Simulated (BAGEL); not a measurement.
# SiCNF2 (SMILES N#C[Si](F)F) at UHF/STO-3G (density fitting with qzvpp-jkfit)

What is the vertical ionisation energy of SiCNF2 at UHF/STO-3G (density fitting with qzvpp-jkfit)? 

Program for the calculation: BAGEL 1.2.2.

7 further runs of the same task are left out: 5 that didn't finish, 2 set aside as unsound or not needed. Runs told in other sessions of the task aren't counted.

## 1. The system as given

The species is SiCNF2 (5 atoms), meant as a doublet with charge 0. SMILES: `N#C[Si](F)F`. The shape is that of a PBE0-D4/def2-TZVP optimisation.

Bond lengths: N1–C2 1.152 Å, C2–Si3 1.842 Å, Si3–F4 1.580 Å, Si3–F5 1.580 Å. Angles: N1–C2–Si3 172.4°, C2–Si3–F4 107.6°, C2–Si3–F5 107.6°, F4–Si3–F5 108.8°.

## 2. A single-point energy at UHF/STO-3G (density fitting with qzvpp-jkfit)

The input, hf.json:

```json
{ "bagel" : [

{
  "title" : "molecule",
  "basis" : "sto-3g",
  "df_basis" : "qzvpp-jkfit",
  "angstrom" : true,
  "geometry" : [
    { "atom" : "N", "xyz" : [       1.426100,      -1.103800,       1.364300 ] },
    { "atom" : "C", "xyz" : [       0.743000,      -0.566400,       0.607500 ] },
    { "atom" : "Si", "xyz" : [      -0.192800,       0.214100,      -0.773500 ] },
    { "atom" : "F", "xyz" : [      -1.655600,      -0.382400,      -0.757500 ] },
    { "atom" : "F", "xyz" : [      -0.270900,       1.764900,      -0.482300 ] }
  ]
},

{
  "title" : "uhf",
  "nopen" : 1
},

{
  "title" : "print",
  "file" : "orbitals.molden",
  "orbitals" : true
}

]}
```

On the command line:

```bash
$ BAGEL_NUM_THREADS=1 BAGEL hf.json > hf.out
```

The log of the run:

```text
* using 1 threads per process

  ===============================================================
  ===============================================================

  *** Geometry ***

  { "atom" : "N", "xyz" : [      2.694938,     -2.085880,      2.578153 ] },
  { "atom" : "C", "xyz" : [      1.404067,     -1.070341,      1.148009 ] },
  { "atom" : "Si", "xyz" : [     -0.364339,      0.404590,     -1.461703 ] },
  { "atom" : "F", "xyz" : [     -3.128631,     -0.722631,     -1.431468 ] },
  { "atom" : "F", "xyz" : [     -0.511927,      3.335178,     -0.911415 ] },

  Number of auxiliary basis functions:      434

  Since a DF basis is specified, we compute 2- and 3-index integrals:
    o Being stored without compression. Storage requirement is 0.003 GB

  Number of basis functions:       29
  Number of electrons      :       45

    * METHOD: MOLECULE                             0.14

  *** Open-shell HF ***

  === Nuclear Repulsion ===
   200.0261030113

      * DIIS with orbital gradients will be used.

  === UHF iteration (sto-3g) ===
      0       -572.61712315          0.05579447           0.04
      1       -572.71500368          0.04703650           0.04
      2       -572.73599409          0.04325771           0.04
      3       -572.81432738          0.00155930           0.04
      4       -572.81505230          0.00057142           0.04
      5       -572.81521738          0.00013698           0.04
      6       -572.81526548          0.00005604           0.04
      7       -572.81529450          0.00003859           0.04
      8       -572.81533029          0.00003212           0.04
      9       -572.81537582          0.00002835           0.04
     10       -572.81544649          0.00002348           0.04
     11       -572.81552241          0.00001680           0.04
     12       -572.81557473          0.00001108           0.04
     13       -572.81562399          0.00000829           0.04
     14       -572.81567706          0.00000684           0.04
     15       -572.81570624          0.00000588           0.04
     16       -572.81575078          0.00000524           0.04
     17       -572.81577430          0.00000387           0.04
     18       -572.81578184          0.00000249           0.04
     19       -572.81578206          0.00000205           0.04
     20       -572.81578218          0.00000160           0.04
     21       -572.81578218          0.00000039           0.04
     22       -572.81578217          0.00000026           0.04
     23       -572.81578217          0.00000022           0.04
     24       -572.81578218          0.00000021           0.04
     25       -572.81578220          0.00000021           0.04
     26       -572.81578220          0.00000020           0.04
     27       -572.81578220          0.00000017           0.04
     28       -572.81578223          0.00000011           0.04
     29       -572.81578226          0.00000005           0.04
     30       -572.81578226          0.00000002           0.04
     31       -572.81578226          0.00000001           0.04
     32       -572.81578226          0.00000001           0.04
    * SCF iteration converged.

    * S^2 (UHF) is 0.8239

    * Permanent dipole moment:
           (    0.249259,    -0.315151,     1.204888) a.u.

    * METHOD: UHF                                  1.38

    * METHOD: PRINT                                0.00

  ===============================================================
```

Run time: 1.7 s. Hardware: 1 thread of Arm Neoverse V1, shared host.

## 3. The singlet cation, same level

The input, calc.json:

```json
{ "bagel": [

{
  "title": "molecule",
  "basis": "sto-3g",
  "df_basis": "qzvpp-jkfit",
  "angstrom": true,
  "geometry": [
    { "atom": "N", "xyz": [       1.426100,      -1.103800,       1.364300 ] },
    { "atom": "C", "xyz": [       0.743000,      -0.566400,       0.607500 ] },
    { "atom": "Si", "xyz": [      -0.192800,       0.214100,      -0.773500 ] },
    { "atom": "F", "xyz": [      -1.655600,      -0.382400,      -0.757500 ] },
    { "atom": "F", "xyz": [      -0.270900,       1.764900,      -0.482300 ] }
  ]
},

{
  "title": "hf",
  "charge": 1
},

{
  "title": "print",
  "file": "orbitals.molden",
  "orbitals": true
}

]}
```

On the command line:

```bash
$ BAGEL_NUM_THREADS=1 BAGEL calc.json > calc.out
```

The log of the run:

```text
* using 1 threads per process

  ===============================================================
  ===============================================================

  *** Geometry ***

  { "atom" : "N", "xyz" : [      2.694938,     -2.085880,      2.578153 ] },
  { "atom" : "C", "xyz" : [      1.404067,     -1.070341,      1.148009 ] },
  { "atom" : "Si", "xyz" : [     -0.364339,      0.404590,     -1.461703 ] },
  { "atom" : "F", "xyz" : [     -3.128631,     -0.722631,     -1.431468 ] },
  { "atom" : "F", "xyz" : [     -0.511927,      3.335178,     -0.911415 ] },

  Number of auxiliary basis functions:      434

  Since a DF basis is specified, we compute 2- and 3-index integrals:
    o Being stored without compression. Storage requirement is 0.003 GB

  Number of basis functions:       29
  Number of electrons      :       45

    * METHOD: MOLECULE                             0.14

  *** RHF ***

  === Nuclear Repulsion ===
   200.0261030113

      * DIIS with orbital gradients will be used.

  === RHF iteration (sto-3g) ===
      0       -572.25722437          0.03568730           0.02
      1       -572.36151306          0.03193207           0.02
      2       -572.54191606          0.00383717           0.02
      3       -572.54607416          0.00118941           0.02
      4       -572.54715419          0.00032704           0.02
      5       -572.54724445          0.00010889           0.02
      6       -572.54725345          0.00004556           0.02
      7       -572.54725516          0.00001773           0.02
      8       -572.54725537          0.00001096           0.02
      9       -572.54725541          0.00000619           0.02
     10       -572.54725543          0.00000167           0.02
     11       -572.54725544          0.00000066           0.02
     12       -572.54725544          0.00000029           0.02
     13       -572.54725544          0.00000013           0.02
     14       -572.54725544          0.00000006           0.02
     15       -572.54725544          0.00000005           0.02
     16       -572.54725544          0.00000002           0.02
     17       -572.54725544          0.00000001           0.02
     18       -572.54725544          0.00000000           0.02
    * SCF iteration converged.

    * Permanent dipole moment:
           (   -0.026811,    -0.233354,     1.955605) a.u.

    * METHOD: HF                                   0.47

    * METHOD: PRINT                                0.00

  ===============================================================
```

Run time: 0.75 s. Hardware: 1 thread of Arm Neoverse V1, shared host.

## 4. Results

At UHF/STO-3G (density fitting with qzvpp-jkfit):

| quantity | value |
| --- | --- |
| doublet SiCNF2: total energy | -572.81578 Eh |
| doublet SiCNF2: dipole moment | 3.23 D |
| doublet SiCNF2: ⟨S²⟩ | 0.824 |
| singlet cation: total energy | -572.54726 Eh |
| singlet cation: HOMO energy | -18.05 eV |
| singlet cation: LUMO energy | -6.68 eV |
| singlet cation: HOMO–LUMO gap | 11.37 eV |
| vertical ionisation energy (to the singlet cation) | 7.307 eV |

In words: Removing an electron at fixed nuclei costs 7.31 eV (169 kcal/mol). In a minimal basis such a difference can be off by several eV, whatever the method.
